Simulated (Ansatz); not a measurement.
**Sc5Ge4: a trial structure relaxed**

Aim: relax Sc5Ge4 from this start, structure listed in a database for this formula (Pnma, No. 62), and see where it ends.

Computed with Ansatz 0.2.0 (DFT PBE, scalar-relativistic, plane waves, PAW, unless a step's input says otherwise).

## Step 1: The system as given

Symmetry: Pnma, No. 62, orthorhombic system. The conventional cell has a = 7.174 Å, b = 13.786 Å, c = 7.233 Å, α = 90.00°, β = 90.00°, γ = 90.00°. Sc (site symmetry 1) has 6 Ge at 2.71 to 2.85 Å as nearest neighbours. Sc (site symmetry 1) has 6 Ge at 2.81 to 3.03 Å as nearest neighbours. Around Sc (site symmetry m) lie 6 Ge at 2.76 to 2.90 Å. Around Ge (site symmetry 1) lie 7 Sc at 2.71 to 3.01 Å. Ge (site symmetry m) is surrounded by 1 Ge at 2.65 Å and 8 Sc at 2.76 to 2.99 Å. Around Ge (site symmetry m) lie 1 Ge at 2.65 Å and 8 Sc at 2.77 to 3.03 Å.

Structure file:

```cif
data_structure
_symmetry_space_group_name_H-M 'P 1'
_symmetry_Int_Tables_number 1
_cell_length_a 7.1742
_cell_length_b 13.7857
_cell_length_c 7.2332
_cell_angle_alpha 90.000
_cell_angle_beta 90.000
_cell_angle_gamma 90.000
_cell_volume 715.37
loop_
_atom_site_label
_atom_site_type_symbol
_atom_site_fract_x
_atom_site_fract_y
_atom_site_fract_z
_atom_site_occupancy
Sc1 Sc 0.62067 0.61926 0.16122 1
Sc2 Sc 0.12067 0.88074 0.33878 1
Sc3 Sc 0.37933 0.11926 0.83878 1
Sc4 Sc 0.87933 0.38074 0.66122 1
Sc5 Sc 0.37933 0.38074 0.83878 1
Sc6 Sc 0.87933 0.11926 0.66122 1
Sc7 Sc 0.62067 0.88074 0.16122 1
Sc8 Sc 0.12067 0.61926 0.33878 1
Sc9 Sc 0.46792 0.60045 0.67637 1
Sc10 Sc 0.96792 0.89955 0.82363 1
Sc11 Sc 0.53208 0.10045 0.32363 1
Sc12 Sc 0.03208 0.39955 0.17637 1
Sc13 Sc 0.53208 0.39955 0.32363 1
Sc14 Sc 0.03208 0.10045 0.17637 1
Sc15 Sc 0.46792 0.89955 0.67637 1
Sc16 Sc 0.96792 0.60045 0.82363 1
Sc17 Sc 0.78739 0.75000 0.49708 1
Sc18 Sc 0.28739 0.75000 0.00292 1
Sc19 Sc 0.21261 0.25000 0.50292 1
Sc20 Sc 0.71261 0.25000 0.99708 1
Ge1 Ge 0.71945 0.45688 0.96762 1
Ge2 Ge 0.21945 0.04312 0.53238 1
Ge3 Ge 0.28055 0.95688 0.03238 1
Ge4 Ge 0.78055 0.54312 0.46762 1
Ge5 Ge 0.28055 0.54312 0.03238 1
Ge6 Ge 0.78055 0.95688 0.46762 1
Ge7 Ge 0.71945 0.04312 0.96762 1
Ge8 Ge 0.21945 0.45688 0.53238 1
Ge9 Ge 0.42036 0.75000 0.38099 1
Ge10 Ge 0.92036 0.75000 0.11901 1
Ge11 Ge 0.57964 0.25000 0.61901 1
Ge12 Ge 0.07964 0.25000 0.88099 1
Ge13 Ge 0.65979 0.75000 0.85859 1
Ge14 Ge 0.15979 0.75000 0.64141 1
Ge15 Ge 0.34021 0.25000 0.14141 1
Ge16 Ge 0.84021 0.25000 0.35859 1
```

(A quick probe on a coarse mesh, which set the mesh and smearing, is not shown.)

## Step 3: Full relaxation

input.yaml reads:

```yaml
crystal:
  lattice:
    - [7.17416486, 0.0, 0.0]
    - [0.0, 13.78569667, 0.0]
    - [0.0, 0.0, 7.23318329]
  atoms:
    - { symbol: Sc, position: [0.62066509, 0.61925826, 0.16122371] }
    - { symbol: Sc, position: [0.12066509, 0.88074174, 0.33877629] }
    - { symbol: Sc, position: [0.37933491, 0.11925826, 0.83877629] }
    - { symbol: Sc, position: [0.87933491, 0.38074174, 0.66122371] }
    - { symbol: Sc, position: [0.37933491, 0.38074174, 0.83877629] }
    - { symbol: Sc, position: [0.87933491, 0.11925826, 0.66122371] }
    - { symbol: Sc, position: [0.62066509, 0.88074174, 0.16122371] }
    - { symbol: Sc, position: [0.12066509, 0.61925826, 0.33877629] }
    - { symbol: Sc, position: [0.467921, 0.60045103, 0.67637443] }
    - { symbol: Sc, position: [0.967921, 0.89954897, 0.82362557] }
    - { symbol: Sc, position: [0.532079, 0.10045103, 0.32362557] }
    - { symbol: Sc, position: [0.032079, 0.39954897, 0.17637443] }
    - { symbol: Sc, position: [0.532079, 0.39954897, 0.32362557] }
    - { symbol: Sc, position: [0.032079, 0.10045103, 0.17637443] }
    - { symbol: Sc, position: [0.467921, 0.89954897, 0.67637443] }
    - { symbol: Sc, position: [0.967921, 0.60045103, 0.82362557] }
    - { symbol: Sc, position: [0.78739387, 0.75, 0.49708045] }
    - { symbol: Sc, position: [0.28739387, 0.75, 0.00291955] }
    - { symbol: Sc, position: [0.21260613, 0.25, 0.50291955] }
    - { symbol: Sc, position: [0.71260613, 0.25, 0.99708045] }
    - { symbol: Ge, position: [0.71944805, 0.45688369, 0.967621] }
    - { symbol: Ge, position: [0.21944805, 0.04311631, 0.532379] }
    - { symbol: Ge, position: [0.28055195, 0.95688369, 0.032379] }
    - { symbol: Ge, position: [0.78055195, 0.54311631, 0.467621] }
    - { symbol: Ge, position: [0.28055195, 0.54311631, 0.032379] }
    - { symbol: Ge, position: [0.78055195, 0.95688369, 0.467621] }
    - { symbol: Ge, position: [0.71944805, 0.04311631, 0.967621] }
    - { symbol: Ge, position: [0.21944805, 0.45688369, 0.532379] }
    - { symbol: Ge, position: [0.42035917, 0.75, 0.38099265] }
    - { symbol: Ge, position: [0.92035917, 0.75, 0.11900735] }
    - { symbol: Ge, position: [0.57964083, 0.25, 0.61900735] }
    - { symbol: Ge, position: [0.07964083, 0.25, 0.88099265] }
    - { symbol: Ge, position: [0.65979444, 0.75, 0.85858639] }
    - { symbol: Ge, position: [0.15979444, 0.75, 0.64141361] }
    - { symbol: Ge, position: [0.34020556, 0.25, 0.14141361] }
    - { symbol: Ge, position: [0.84020556, 0.25, 0.35858639] }
basis:
  ecutwfc: 420
kpoints:
  mp_grid: { grid: [6, 4, 6] }
hamiltonian:
  xc: pbe
scf:
  occupations: { method: gaussian, width: 0.1 }
output:
  forces: true
  stress: true
  eigenvalues: true
relax:
  adjacent_minimum: "off"
  f_tol: 0.01
  max_steps: 80
  cell: { stress_tol: 0.05 }
```

The run is started by

```sh
> ansatz run input.yaml --threads 8 --pin off --max-ram 20480MiB --backend cpu --events-out ev --progress --plain --runs-dir out
```

**Question.** What will these runs give?

**Answer**, as computed:

Formation energies count from the elements, computed with the same settings in runs not shown here.

```
                          quantity                                                                       value
                              cell  a = 7.141 Å, b = 13.817 Å, c = 7.266 Å, α = 90.00°, β = 90.00°, γ = 90.00°
                       space group                                                               Pnma (No. 62)
                            volume                                                               19.91 Å³/atom
                   gap on the mesh                                                                none (metal)
formation energy from the elements                                                              -0.849 eV/atom
```

In words: The space group stayed Pnma, and from the first guess the volume went from 19.87 to 19.91 Å³/atom. With -0.85 eV/atom it lies under the elements, which doesn't yet make it stable against other compounds of them.
